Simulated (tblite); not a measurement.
# CH11PSSi3: the cost of one run

Computed with tblite 0.8.0 and PySCF 2.14.0, with density-fitted response routines of our own, on a single molecule in the gas phase. Atoms count from 0, in the outputs and in this text.

### Step 1. The molecule as given

17 atoms, charge 0, multiplicity 1; geometry from: force field or distance geometry start.

Bonds of the start (Å): C0–S1 1.84, S1–Si2 2.14, Si2–Si3 2.23, Si2–Si4 2.24, Si4–P5 2.22, C0–H6 1.09, C0–H7 1.10, C0–H8 1.12, Si2–H9 1.48, Si3–H10 1.47, Si3–H11 1.48, Si3–H12 1.49, Si4–H13 1.47, Si4–H14 1.47, P5–H15 1.43, P5–H16 1.48.

### Step 2. Optimising the geometry with GFN2-xTB

The job: settings as JSON, then the geometry in Å.

```
{"job": {"kind": "relax", "xc": "GFN2-xTB", "basis": "xTB"}, "charge": 0, "multiplicity": 1}
C      2.968200    -0.971600     0.179400
S      1.770000    -0.495600    -1.137600
Si     0.067700     0.300700    -0.105700
Si     0.119900     2.527400     0.036700
Si    -1.855300    -0.448700    -0.968700
P     -2.473500    -2.180200     0.271800
H      3.978800    -0.935000    -0.225500
H      2.671200    -1.952500     0.586900
H      2.799700    -0.247100     1.020700
H      0.117100    -0.213900     1.283100
H      0.295000     3.164800    -1.275400
H     -1.157600     2.938200     0.671900
H      1.203500     2.889200     0.988900
H     -2.883100     0.595200    -0.845000
H     -1.727400    -0.810200    -2.388400
H     -3.902500    -2.286300     0.264800
H     -1.998700    -1.862600     1.632100
```

Launch:

```sh
$ OMP_NUM_THREADS=1 python probes_run.py task.json out
```

One launch serves the whole session: the jobs run in the order shown.

Q: Estimate the wall time of this first job on 1 thread of Arm Neoverse N1, shared host.

About 4.8 s.
